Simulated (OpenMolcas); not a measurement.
**Zr²⁺ among point charges: CASSCF and CASPT2 levels and susceptibility**

Aim: the splitting of the states of Zr²⁺ in the field of 4 point charges, its lowest levels with spin-orbit coupling and its magnetic susceptibility.

Program: OpenMolcas 26.06. Level of theory: state-averaged CASSCF and CASPT2, spin-orbit coupling by RASSI with atomic mean-field integrals. These are calculated values, not measurements, unless marked.

**1. The atom as given**

| Quantity | Value |
| --- | --- |
| Species | Zr²⁺ (zirconium, Z = 40, 38 electrons) |
| Basis | ANO-RCC-VDZP [6s5p3d1f], 43 functions |
| Scalar Hamiltonian | DKH2, point nucleus |
| Inactive shells | 1s 2s 2p 3s 3p 3d 4s 4p |
| Active space | 2 electrons in 5 orbitals (4d) |
| Some configurations of this space | 4d² |
| Orbitals | optimised for each spin and parity, averaged over all roots |

The outer shells:

4d2
```
4d [↑ ][↑ ][  ][  ][  ]
```

The ion sits among 4 point charges of -0.5 e arranged as a tetrahedron (Td), 1.78 Å from the ion.

The work runs as a chain of OpenMolcas steps in one folder; each step below is one input file. Labels, J, g values, rates, χT and fits are worked out afterwards by a script from the matrices that RASSI stores.

**2. One- and two-electron integrals**

Input file a.inp:

```
&GATEWAY
Coord
1

Zr 0.0 0.0 0.0
Basis=ANO-RCC-VDZP
Group=NoSym
NoMove
AngMom=0.0 0.0 0.0
AMFI
XField
4 Angstrom 0
1.027683 1.027683 1.027683 -0.500000
1.027683 -1.027683 -1.027683 -0.500000
-1.027683 1.027683 -1.027683 -0.500000
-1.027683 -1.027683 1.027683 -0.500000
&SEWARD
```

Command:

```
$ OMP_NUM_THREADS=1 MOLCAS_MEM=1689 MOLCAS_PROJECT=a pymolcas a.inp > a.log
```

What it wrote:

```text
Basis set label: ZR.ANO-RCC...6S5P3D1F.

      Electronic valence basis set:
      ------------------
      Associated Effective Charge  40.000000 au
      Associated Actual Charge     40.000000 au
      Nuclear Model: Point charge

      Shell  nPrim  nBasis  Cartesian Spherical Contaminant
         s      21       6        X
         p      18       5        X
         d      13       3                 X
         f       6       1                 X
                  Relativistic Douglas-Kroll-Hess integrals:
                    - DKH order of Hamiltonian: 2
                    - DKH order of Properties : 0
                  Atomic mean-field integrals
```

**3. CASSCF: triplets, 10 roots**

Input file a.inp:

```
&RASSCF
FileOrb=start.orb
Symmetry=1
Spin=3
nActEl=2 0 0
Inactive=18
Ras2=5
CIRoot=10 10 1
SDav=10
CIMx=300
Iter=120 100
PrWF=0.3
OrbListing=Nothing
MaxOrb=0
>>> COPY $Project.JobIph JOB001
```

start.orb holds the contracted functions of the basis, ordered by shell, or the orbitals of the step before.

What it wrote, cut to the lines that bear on the results:

```text
[...]
      Number of active orbitals                  5
[...]
      Spin quantum number                      1.0
[...]
      Active orbitals                            5
[...]
      Number of CSFs                            10
      Number of root(s) required                10
[...]
      Convergence after 12 iterations
[...]
      Natural orbitals and occupation numbers for root  1
      sym 1:   0.000000   0.000000   1.000000   0.000000   1.000000
      Natural orbitals and occupation numbers for root  2
      sym 1:   0.672600   0.327400   0.672600  -0.000000   0.327400
      Natural orbitals and occupation numbers for root  3
      sym 1:   0.205356  -0.000000   0.794644   0.794644   0.205356
::    RASSCF root number  1 Total energy:  -3596.39849298
::    RASSCF root number  2 Total energy:  -3596.38085492
::    RASSCF root number  3 Total energy:  -3596.38085492
[...]
::    RASSCF root number  7 Total energy:  -3596.36872196
::    RASSCF root number  8 Total energy:  -3596.33742455
::    RASSCF root number  9 Total energy:  -3596.33742455
::    RASSCF root number 10 Total energy:  -3596.33742455
```

**4. CASSCF: singlets, 15 roots**

Input file a.inp:

```
&RASSCF
FileOrb=start.orb
Symmetry=1
Spin=1
nActEl=2 0 0
Inactive=18
Ras2=5
CIRoot=15 15 1
SDav=15
CIMx=300
Iter=120 100
PrWF=0.3
OrbListing=Nothing
MaxOrb=0
>>> COPY $Project.JobIph JOB002
```

What it wrote, cut to the lines that bear on the results:

```text
[...]
      Number of active orbitals                  5
[...]
      Spin quantum number                      0.0
[...]
      Active orbitals                            5
[...]
      Number of CSFs                            15
      Number of root(s) required                15
[...]
      Convergence after 11 iterations
[...]
      Natural orbitals and occupation numbers for root  1
      sym 1:   0.086344   0.045592   0.930806   0.006452   0.930806
      Natural orbitals and occupation numbers for root  2
      sym 1:   0.005914   0.046666   0.930806   0.085807   0.930806
      Natural orbitals and occupation numbers for root  3
      sym 1:   0.002745   0.131089   0.164988   0.858210   0.842969
::    RASSCF root number  1 Total energy:  -3596.35806850
::    RASSCF root number  2 Total energy:  -3596.35806850
::    RASSCF root number  3 Total energy:  -3596.34057367
[...]
::    RASSCF root number 12 Total energy:  -3596.31280605
::    RASSCF root number 13 Total energy:  -3596.31280605
::    RASSCF root number 14 Total energy:  -3596.31280605
::    RASSCF root number 15 Total energy:  -3596.24107416
```

**5. RASSI: spin-orbit coupling between the states**

Input file a.inp:

```
&RASSI
NrOfJobIphs=2 10 15
1 2 3 4 5 6 7 8 9 10
1 2 3 4 5 6 7 8 9 10 11 12 13 14 15
IphNames
JOB001
JOB002
EJob
SpinOrbit
DIPRint=1.0
SOCoupling=1000.0
Subsets=2
Property=9
'ANGMOM' 1 'ANGMOM' 2 'ANGMOM' 3 'MLTPL  1' 1 'MLTPL  1' 2 'MLTPL  1' 3
'AMFI' 1 'AMFI' 2 'AMFI' 3
SOProperty=3
'ANGMOM' 1 'ANGMOM' 2 'ANGMOM' 3
```

Command:

```
$ OMP_NUM_THREADS=1 MOLCAS_MEM=1689 MOLCAS_PROJECT=a pymolcas a.inp > a.log
```

What it wrote:

```text
SPIN-FREE ENERGIES:
  (Shifted by EMIN (a.u.) =      -3596.3984929847)

 SF State       Relative EMIN(au)   Rel lowest level(eV)    D:o, cm**(-1)      L_eff

     1             0.0000000000        0.0000000000              0.0000         2.9
     2             0.0176380671        0.4799562563           3871.1083         2.9
     3             0.0176380671        0.4799562563           3871.1083         2.9
     4             0.0176380671        0.4799562563           3871.1083         2.9
     5             0.0297710275        0.8101109293           6533.9853         2.8
     6             0.0297710275        0.8101109293           6533.9853         2.8
     7             0.0297710275        0.8101109293           6533.9853         2.8
    11             0.0404244815        1.1000061791           8872.1482         2.4
    12             0.0404244815        1.1000061791           8872.1482         2.4
    13             0.0579193139        1.5760648222          12711.8201         2.3
    14             0.0579193139        1.5760648222          12711.8201         2.3
    15             0.0579193139        1.5760648222          12711.8201         2.3
    10             0.0610684373        1.6617568352          13402.9728         1.1
     8             0.0610684373        1.6617568352          13402.9728         1.1
     9             0.0610684373        1.6617568352          13402.9728         1.1
    16             0.0647333580        1.7614844071          14207.3299         3.8
    17             0.0697489345        1.8979651972          15308.1217         3.9
    18             0.0697489345        1.8979651972          15308.1217         3.9
    19             0.0697489345        1.8979651972          15308.1217         3.9
    20             0.0780767070        2.1245754308          17135.8565         3.5
    21             0.0780767070        2.1245754308          17135.8565         3.5
    22             0.0856869352        2.3316602890          18806.1085         3.6
    23             0.0856869352        2.3316602890          18806.1085         3.6
    24             0.0856869352        2.3316602890          18806.1085         3.6
    25             0.1574188287        4.2835845508          34549.4394         0.5
     Dipole printing threshold changed to   1.00000000E+00

++ Dipole transition strengths (spin-free states):
   -----------------------------------------------
     for osc. strength at least  1.00000000E+00

  ( Max oscillator strength is only    8.5507113683968628E-004 )
--
Eigenvalues of complex Hamiltonian:
   -----------------------------------
  (Shifted by EMIN (a.u.) =      -3596.3984929847)

 SO State       Relative EMIN(au)   Rel lowest level(eV)    D:o, cm**(-1)     J-value

     1            -0.0004015507        0.0000000000              0.0000         2.4
     2            -0.0004015507        0.0000000000              0.0000         2.4
     3            -0.0004015507        0.0000000000              0.0000         2.4
     4             0.0168913366        0.4705634361           3795.3501         2.3
     5             0.0170842794        0.4758136774           3837.6961         2.3
     6             0.0170842794        0.4758136774           3837.6961         2.2
     7             0.0173060138        0.4818473767           3886.3612         2.5
     8             0.0173060138        0.4818473767           3886.3612         2.5
     9             0.0173060138        0.4818473767           3886.3612         2.4
    10             0.0178055927        0.4954416103           3996.0061         2.6
    11             0.0178055927        0.4954416103           3996.0061         2.5
    12             0.0178055927        0.4954416103           3996.0061         2.5
    13             0.0287878577        0.7942842649           6406.3346         2.3
    14             0.0287878577        0.7942842649           6406.3346         2.3
    15             0.0287878577        0.7942842648           6406.3346         2.3
    16             0.0290492344        0.8013966890           6463.7002         2.4
    17             0.0290492344        0.8013966890           6463.7002         2.6
    18             0.0310783413        0.8566115002           6909.0377         2.1
    19             0.0310783413        0.8566115002           6909.0377         3.2
    20             0.0310783413        0.8566115002           6909.0377         3.1
    21             0.0319995049        0.8816776387           7111.2097         3.0
    22             0.0406305315        1.1165398367           9005.5011         1.7
    23             0.0406305315        1.1165398367           9005.5011         2.1
    24             0.0568909283        1.5590077756          12574.2457         1.4
    25             0.0568909283        1.5590077756          12574.2457         1.9
    26             0.0568909283        1.5590077755          12574.2457         1.9
    27             0.0592936155        1.6243882241          13101.5746         0.5
    28             0.0602683017        1.6509107873          13315.4935         0.8
    29             0.0602683017        1.6509107873          13315.4935         0.9
    30             0.0602683017        1.6509107873          13315.4935         1.0
    31             0.0620196590        1.6985676478          13699.8720         1.3
    32             0.0620196590        1.6985676478          13699.8720         1.9
    33             0.0629818851        1.7247511529          13911.0562         1.8
    34             0.0629818851        1.7247511529          13911.0562         1.5
    35             0.0629818851        1.7247511529          13911.0562         1.6
    36             0.0648667168        1.7760400375          14324.7290         3.0
    37             0.0698209612        1.9108518942          15412.0599         3.5
    38             0.0698209612        1.9108518942          15412.0599         3.3
    39             0.0698209612        1.9108518942          15412.0599         2.4
    40             0.0781950160        2.1387215337          17249.9525         3.0
    41             0.0781950160        2.1387215337          17249.9525         2.5
Weights of the five most important spin-orbit-free states for each spin-orbit state.

 SO State  Total energy (au)           Spin-free states, spin, and weights
 -------------------------------------------------------------------------------------------------------
    1        -0.000402       1 1.0  0.9792    3 1.0  0.0092    4 1.0  0.0057    2 1.0  0.0048   14 0.0  0.0005
    2        -0.000402       1 1.0  0.9792    4 1.0  0.0084    2 1.0  0.0065    3 1.0  0.0049   15 0.0  0.0006
    3        -0.000402       1 1.0  0.9792    2 1.0  0.0085    3 1.0  0.0057    4 1.0  0.0056   13 0.0  0.0005
    4         0.016891       2 1.0  0.3333    4 1.0  0.3333    3 1.0  0.3333    5 1.0  0.0000    6 1.0  0.0000
    5         0.017084       4 1.0  0.4988    2 1.0  0.2169    3 1.0  0.2130    6 1.0  0.0236    7 1.0  0.0186
    6         0.017084       3 1.0  0.4061    2 1.0  0.4022    4 1.0  0.1203    5 1.0  0.0219    7 1.0  0.0219
    7         0.017306       4 1.0  0.4357    3 1.0  0.3272    2 1.0  0.1960    1 1.0  0.0199    5 1.0  0.0085
    8         0.017306       3 1.0  0.4724    2 1.0  0.4085    4 1.0  0.0780    1 1.0  0.0199    7 1.0  0.0106
    9         0.017306       4 1.0  0.4453    2 1.0  0.3544    3 1.0  0.1593    1 1.0  0.0199    6 1.0  0.0087
   10         0.017806       4 1.0  0.4640    2 1.0  0.4502    3 1.0  0.0715    6 1.0  0.0060    5 1.0  0.0054
   11         0.017806       3 1.0  0.3992    4 1.0  0.3621    2 1.0  0.2244    7 1.0  0.0062    6 1.0  0.0052
   12         0.017806       3 1.0  0.5150    2 1.0  0.3111    4 1.0  0.1595    5 1.0  0.0061    7 1.0  0.0051
```

These steps took 5.9 s in all on 1 thread of Arm Neoverse V1, shared host.

States without spin-orbit coupling:

```
state  degeneracy  E (cm-1)  free-ion L (%)
  3A2           1         0         F (100)
  3T2           3      3871         F (100)
  3T1           3      6534          F (96)
   1E           2      8872          D (79)
  1T2           3     12712          D (85)
  3T1           3     13403          P (96)
  1A1           1     14207          G (96)
  1T1           3     15308         G (100)
   1E           2     17136          G (79)
  1T2           3     18806          G (85)
  1A1           1     34549          S (96)
```

With spin-orbit coupling:

```tsv
E (cm-1)	Degeneracy	Label	2S+1
0.0	3	T2	3
3795	1	A2	3
3838	2	E	3
3886	3	T2	3
3996	3	T1	3
6406	3	T2	3
6464	2	E	3
6909	3	T1	3
7111	1	A1	3
9006	2	E	1
12574	3	T2	1
13102	1	A1	3
13315	3	T1	3
13700	2	E	3
13911	3	T2	3
14325	1	A1	1
15412	3	T1	1
17250	2	E	1
18913	3	T2	1
34673	1	A1	1
```

Powder χT (cm³ K/mol): 0.64 at 2 K, 0.64 at 5 K, 0.64 at 10 K, 0.65 at 20 K, 0.66 at 50 K, 0.69 at 100 K, 0.71 at 150 K, 0.74 at 200 K, 0.76 at 250 K, 0.79 at 300 K.

A ligand-field fit to the states below 45000 cm-1 gives 10Dq = -3793 cm-1, B = 559 cm-1 and C = 2426 cm-1 (C/B = 4.34), with a deviation of 321 cm-1.

Orbitals of the lowest block (energies include the constant potential of the surroundings):

```
shell     space  energy (hartree)  mean occupation  ⟨r²⟩ (bohr²)
   1s  inactive         -664.8792            2.000       0.00182
   2s  inactive          -94.7599            2.000        0.0310
   2p  inactive          -84.3123            6.000        0.0245
   3s  inactive          -16.6604            2.000         0.238
   3p  inactive          -13.1502            6.000         0.246
   3d  inactive           -7.3703           10.000         0.245
   4s  inactive           -2.4706            2.000          1.69
   4p  inactive           -1.4628            6.000          2.14
   4d      RAS2                              2.000          5.80
```

(Part 1 of 2 ends here.)
